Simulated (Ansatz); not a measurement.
# Cr3As4: the cost of one run

Program: Ansatz 0.2.0. Level of theory: DFT PBE, scalar-relativistic, plane waves, PAW. These are calculated values, not measurements.

### 1 The starting structure

Symmetry: R-3m, No. 166, trigonal system. Conventional cell: a = 6.902 Å, b = 6.902 Å, c = 11.696 Å, α = 90.00°, β = 90.00°, γ = 120.00°. Cr (site symmetry 2/m) is surrounded by 4 As at 2.79 Å. As (site symmetry -3m) has 6 As at 2.79 Å in its first shell of neighbours. As (site symmetry 2/m) is surrounded by 2 As at 2.79 Å and 4 Cr at 2.79 Å.

Structure file:

```xyz
7
Lattice="3.4509 1.9924 3.8985 -3.4509 1.9924 3.8985 0.0000 -3.9848 3.8985" Properties=species:S:1:pos:R:3 pbc="T T T"
Cr    0.0000    1.9924    3.8985
Cr   -1.7254   -0.9962    3.8985
Cr    1.7254   -0.9962    3.8985
As    0.0000    0.0000    0.0000
As    0.0000   -1.9924    1.9493
As    1.7254    0.9962    1.9493
As   -1.7254    0.9962    1.9493
```

Recipe of the guess: random cell by space group and Wyckoff sites (R-3m, No. 166). Its size is a rough estimate.

### 2 Probe: one point on a coarse mesh

Input file input.yaml:

```yaml
crystal:
  lattice:
    - [3.45089695, 1.99237628, 3.89853163]
    - [-3.45089695, 1.99237628, 3.89853163]
    - [0.0, -3.98475256, 3.89853163]
  atoms:
    - { symbol: Cr, position: [0.5, 0.5, 0.0], spin: 3.0 }
    - { symbol: Cr, position: [0.0, 0.5, 0.5], spin: -3.0 }
    - { symbol: Cr, position: [0.5, 0.0, 0.5], spin: 3.0 }
    - { symbol: As, position: [0.0, 0.0, 0.0] }
    - { symbol: As, position: [0.0, 0.0, 0.5] }
    - { symbol: As, position: [0.5, 0.0, 0.0] }
    - { symbol: As, position: [0.0, 0.5, 0.0] }
basis:
  ecutwfc: 420
kpoints:
  mp_grid: { grid: [3, 3, 3] }
hamiltonian:
  xc: pbe
scf:
  occupations: { method: gaussian, width: 0.1 }
  lower_state_search: "off"
output:
  forces: true
  stress: true
  eigenvalues: true
  populations: true
magnetization:
  spin_polarized: true
```

Command:

```
$ ansatz run input.yaml --threads 1 --pin off --max-ram 2560MiB --backend cpu --events-out ev --progress --plain --runs-dir out
```

**Question.** How long does this run take on 1 thread of Intel Xeon at 2.80GHz (Skylake/Cascade Lake), shared host, and how much memory does it need?

About 18 s, with a peak of 0.6 GiB.
